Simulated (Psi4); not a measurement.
**SnNH4Cl (SMILES [NH2][SnH2][Cl]) at TPSS/def2-SVP (core potential)**

Aim: the energy change on altering one bond length of SnNH4Cl at TPSS/def2-SVP (core potential), from 2 runs. 

Program for the calculation: Psi4 1.11.

22 further runs of the same task are left out: 20 that didn't finish, 2 set aside as unsound or not needed.

### Step 1. The molecule

SnNH4Cl: 7 atoms, total charge 0, spin state singlet. As SMILES, `[NH2][SnH2][Cl]`. The shape is that of a PBE0-D4/def2-TZVP optimisation. This is one conformer, not always the lowest.

Bond lengths: N1–Sn2 2.002 Å, Sn2–Cl3 2.335 Å, N1–H4 1.009 Å, N1–H5 1.009 Å, Sn2–H6 1.700 Å, Sn2–H7 1.700 Å. Angles: N1–Sn2–Cl3 106.6°, N1–Sn2–H6 110.9°, N1–Sn2–H7 110.9°, Cl3–Sn2–H6 105.3°, Cl3–Sn2–H7 105.3°, Sn2–N1–H4 116.4°, Sn2–N1–H5 116.4°, H6–Sn2–H7 117.0°, H4–N1–H5 109.9°.

### Step 2. Energy and forces at TPSS/def2-SVP (core potential)

Input file calc.in:

```
memory 2200 MB

molecule molecule1 {
  0 1
  N     -0.972800    -0.020100    -0.835200
  Sn     0.562300     0.041400     0.449100
  Cl     0.846400    -2.133500     1.251000
  H     -1.803500     0.485500    -0.566500
  H     -0.756400     0.165200    -1.803000
  H      0.172800     0.976800     1.814600
  H      2.012400     0.416800    -0.355700
  symmetry c1
  no_reorient
  no_com
}

set {
  basis def2-SVP
  puream true
  e_convergence 1e-09
  d_convergence 1e-08
  scf_type pk
  dft_radial_points 99
  dft_spherical_points 590
}

e, wfn = gradient('tpss', return_wfn=True)
oeprop(wfn, 'WIBERG_LOWDIN_INDICES', 'QUADRUPOLE', 'DIPOLE', title='TPSS')
```

On the command line:

```sh
$ psi4 -i calc.in -o calc.out -n 1
```

calc.out, shortened:

```text
[...]
    !!!  WARNING: ECP capability is in beta. Please check occupations closely.  !!!
[...]
  Running in c1 symmetry.
[...]
  Nuclear repulsion =  186.923705781262044
[...]
  Multiplicity = 1
[...]
  Nalpha       = 25
  Nbeta        = 25
[...]
    Number of basis functions: 78
[...]
   @RKS iter   1:  -731.07288447204758   -1.01107e+00   1.14041e-02 ADIIS/DIIS
[...]
   @RKS iter  12:  -731.43516190494495   -2.84217e-12   5.34695e-09 DIIS
[...]
    Orbital Energies [Eh]
    ---------------------
    Doubly Occupied:
       1A   -100.936675     2A    -14.105803     3A     -9.210162
       4A     -6.994867     5A     -6.987657     6A     -6.987562
       7A     -4.951806     8A     -3.325977     9A     -3.322860
      10A     -3.322041    11A     -0.974652    12A     -0.970897
      13A     -0.968244    14A     -0.965522    15A     -0.964996
      16A     -0.768328    17A     -0.720001    18A     -0.480179
      19A     -0.443549    20A     -0.344780    21A     -0.323374
      22A     -0.318491    23A     -0.260889    24A     -0.257848
      25A     -0.221844
[...]
  @RKS Final Energy:  -731.43516190494495
   => Energetics <=
    Nuclear Repulsion Energy =            186.9237057812620435
    One-Electron Energy =               -1461.2161539844444178
    Two-Electron Energy =                 597.5480438713178728
    DFT Exchange-Correlation Energy =     -54.6907575730804396
    Empirical Dispersion Energy =           0.0000000000000000
    VV10 Nonlocal Energy =                  0.0000000000000000
    Total Energy =                       -731.4351619049449482
[...]
  -Total Gradient:
     Atom            X                  Y                   Z
    ------   -----------------  -----------------  -----------------
       1        0.002492648739     0.007190505273     0.000216825500
       2       -0.005463420723    -0.007587243367    -0.002674460105
       3       -0.001804583277     0.012194592348    -0.004671638583
       4        0.009978133919    -0.005653273165    -0.003018794165
       5       -0.002305803247    -0.001903252287     0.011517795717
       6        0.000820055962    -0.002835737254    -0.003363690236
       7       -0.003714744837    -0.001445885564     0.002006272559
[...]
 Multipole Moments:
 ------------------------------------------------------------------------------------
     Multipole            Electronic (a.u.)      Nuclear  (a.u.)        Total (a.u.)
 ------------------------------------------------------------------------------------
 L = 1.  Multiply by 2.5417464519 to convert [e a0] to [Debye]
 Dipole X            :        -37.2493589           36.9915779           -0.2577811
 Dipole Y            :         64.4824458          -63.2209765            1.2614693
 Dipole Z            :        -46.6353057           46.0907981           -0.5445076
 Magnitude           :                                                    1.3979429
 L = 2.  Multiply by 1.3450342976 to convert [e a0^2] to [Debye ang]
 Quadrupole XX       :       -152.8894875          120.2142352          -32.6752523
 Quadrupole XY       :        107.4008262         -107.2836657            0.1171605
[...]
```

Run time: 26 s. Hardware: 1 thread of Intel Xeon 6975P-C (Granite Rapids), shared host; peak memory 1.2 GiB.

### Step 3. The distorted shape: a single-point energy at TPSS/def2-SVP (core potential)

Input file job.json:

```json
{
 "schema_name": "qcschema_input",
 "schema_version": 1,
 "molecule": {
  "schema_name": "qcschema_molecule",
  "schema_version": 2,
  "symbols": ["N", "Sn", "Cl", "H", "H", "H", "H"],
  "geometry": [-1.3673548, -0.32463605, -1.73064142, 1.53356377, -0.20841789, 0.69633384, 2.07043496, -4.31838324, 2.21170522, -3.40812107, 0.91746203, -1.07052985, -0.95841807, 0.0255302, -3.55951836, 0.79751545, 1.55923192, 3.27675486, 4.27385563, 0.50098529, -0.82451774],
  "molecular_charge": 0,
  "molecular_multiplicity": 1,
  "fix_symmetry": "c1"
 },
 "driver": "energy",
 "model": {
  "method": "tpss",
  "basis": "def2-SVP"
 },
 "keywords": {
  "puream": true,
  "e_convergence": 1e-09,
  "d_convergence": 1e-08,
  "scf_type": "pk",
  "dft_radial_points": 99,
  "dft_spherical_points": 590,
  "scf_properties": ["LOWDIN_CHARGES", "QUADRUPOLE", "MAYER_INDICES"]
 }
}
```

On the command line:

```sh
$ psi4 --qcschema job.json -n 1 --memory 2200MB
```

stdout, shortened:

```text
[...]
  Running in c1 symmetry.
[...]
  Nuclear repulsion =  185.551511936153190
[...]
  Multiplicity = 1
[...]
  Nalpha       = 25
  Nbeta        = 25
[...]
    Number of basis functions: 78
[...]
   @RKS iter   1:  -731.00390492820122   -1.06965e+00   1.16111e-02 ADIIS/DIIS
[...]
   @RKS iter  13:  -731.39749933134237    5.68434e-13   1.97976e-09 DIIS
[...]
    Orbital Energies [Eh]
    ---------------------
    Doubly Occupied:
       1A   -100.937374     2A    -14.125099     3A     -9.210851
       4A     -6.995557     5A     -6.988373     6A     -6.988227
       7A     -4.951766     8A     -3.325873     9A     -3.322977
      10A     -3.321918    11A     -0.974579    12A     -0.970642
      13A     -0.968222    14A     -0.965629    15A     -0.964835
      16A     -0.742977    17A     -0.718504    18A     -0.477743
      19A     -0.408045    20A     -0.339569    21A     -0.321467
      22A     -0.318083    23A     -0.261466    24A     -0.258175
      25A     -0.219159
[...]
  @RKS Final Energy:  -731.39749933134237
   => Energetics <=
    Nuclear Repulsion Energy =            185.5515119361531902
    One-Electron Energy =               -1458.5661649704118190
    Two-Electron Energy =                 596.2105220685189124
    DFT Exchange-Correlation Energy =     -54.5933683656027000
    Empirical Dispersion Energy =           0.0000000000000000
    VV10 Nonlocal Energy =                  0.0000000000000000
    Total Energy =                       -731.3974993313423738
[...]
 Multipole Moments:
 ------------------------------------------------------------------------------------
     Multipole            Electronic (a.u.)      Nuclear  (a.u.)        Total (a.u.)
 ------------------------------------------------------------------------------------
 L = 1.  Multiply by 2.5417464519 to convert [e a0] to [Debye]
 Dipole X            :          8.4405299           -8.7087946           -0.2682647
 Dipole Y            :         27.1982101          -25.9331485            1.2650616
 Dipole Z            :         -0.2892032           -0.2401860           -0.5293892
 Magnitude           :                                                    1.3973545
 L = 2.  Multiply by 1.3450342976 to convert [e a0^2] to [Debye ang]
 Quadrupole XX       :       -130.4830628           98.4880664          -31.9949963
 Quadrupole XY       :         56.8628304          -58.3427912           -1.4799609
[...]
```

The result, in JSON:

```text
{
 "driver": "energy",
 "model": {
  "method": "tpss",
  "basis": "def2-SVP"
 },
 "success": true,
 "return_result": -731.3974993313424,
 "properties": {
  "calcinfo_nbasis": 78,
  "calcinfo_nmo": 78,
  "calcinfo_nalpha": 25,
  "calcinfo_nbeta": 25,
  "calcinfo_natom": 7,
  "nuclear_repulsion_energy": 185.5515119361532,
  "return_energy": -731.3974993313424,
  "scf_one_electron_energy": -1458.5661649704118,
  "scf_two_electron_energy": 596.2105220685189,
  "scf_xc_energy": -54.5933683656027,
  "scf_dipole_moment": [-0.26826469787955354, 1.26506162344997, -0.5293891527539127],
  "scf_total_energy": -731.3974993313424,
  "scf_iterations": 13
 }
}
```

It took 23 s on 1 thread of Intel Xeon 6975P-C (Granite Rapids), shared host; peak memory 1.1 GiB.

### Step 4. What came out

At TPSS/def2-SVP (core potential):

```
                                                         quantity          value
                                        first shape: total energy  -731.43516 Eh
                                       first shape: dipole moment         3.55 D
                                         first shape: HOMO energy       -6.04 eV
                                         first shape: LUMO energy       -0.93 eV
                                       first shape: HOMO–LUMO gap        5.11 eV
                            first shape: largest force on an atom     0.678 eV/Å
                                    distorted shape: total energy  -731.39750 Eh
                                   distorted shape: dipole moment         3.55 D
                                     distorted shape: HOMO energy       -5.96 eV
                                     distorted shape: LUMO energy       -1.33 eV
                                   distorted shape: HOMO–LUMO gap        4.63 eV
energy change with the N1–H4 bond stretched from 1.009 to 1.312 Å       1.025 eV
```

In words: With the N1–H4 bond stretched from 1.009 to 1.312 Å the energy rises by 1.02 eV (99 kJ/mol). The first shape isn't relaxed at this level, so the change isn't measured from a minimum. The largest force (first shape) is 0.68 eV/Å: the shape isn't a stationary point for this species at this level.
